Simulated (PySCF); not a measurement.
# C4H5F3O2: the cost of one run

The runs use PySCF 2.14.0, with density-fitted response routines of our own; the level of theory stands in each step. All values are computed, except where a source is named. Atoms are numbered from 0 throughout.

## 1. Starting geometry

14 atoms, charge 0, multiplicity 1; geometry from: GFN2-xTB.

Bonds of the start (Å): F0–C1 1.38, C1–O2 1.37, O2–C3 1.43, C3–C4 1.52, C4–O5 1.43, O5–C6 1.35, C6–F7 1.34, C6–F8 1.37, C6–C1 1.55, C1–H9 1.10, C3–H10 1.10, C3–H11 1.09, C4–H12 1.10, C4–H13 1.09.

## 2. TDDFT and polarisability: CAM-B3LYP/def2-SVPD

What the job is given:

```
{"job": {"kind": "uv", "xc": "CAM-B3LYP", "basis": "def2-SVPD", "nstates": 8, "ntriplets": 3}, "charge": 0, "multiplicity": 1}
F      1.174866    -1.097902     1.474956
C      1.202566    -0.631060     0.179708
O      0.259605    -1.266736    -0.578214
C     -1.072010    -0.914410    -0.193434
C     -1.257509     0.592264    -0.309148
O     -0.298645     1.271146     0.510092
C      0.972205     0.899258     0.239321
F      1.780800     1.456287     1.151816
F      1.380270     1.412617    -0.968781
H      2.194572    -0.852194    -0.230968
H     -1.254264    -1.247458     0.835009
H     -1.724034    -1.448670    -0.882860
H     -1.131762     0.915010    -1.349485
H     -2.227338     0.911375     0.069952
```

Method: TDDFT CAM-B3LYP/def2-SVPD, vertical, gas phase, core orbitals frozen in the response.

Run with:

```
OMP_NUM_THREADS=1 python probes_run.py task.json out
```

One launch serves the whole session: the jobs run in the order shown.

Q: Estimate the wall time and peak memory of this job on 1 thread of Arm Neoverse N1, shared host.

About 97 s, with a peak of 1.1 GiB.
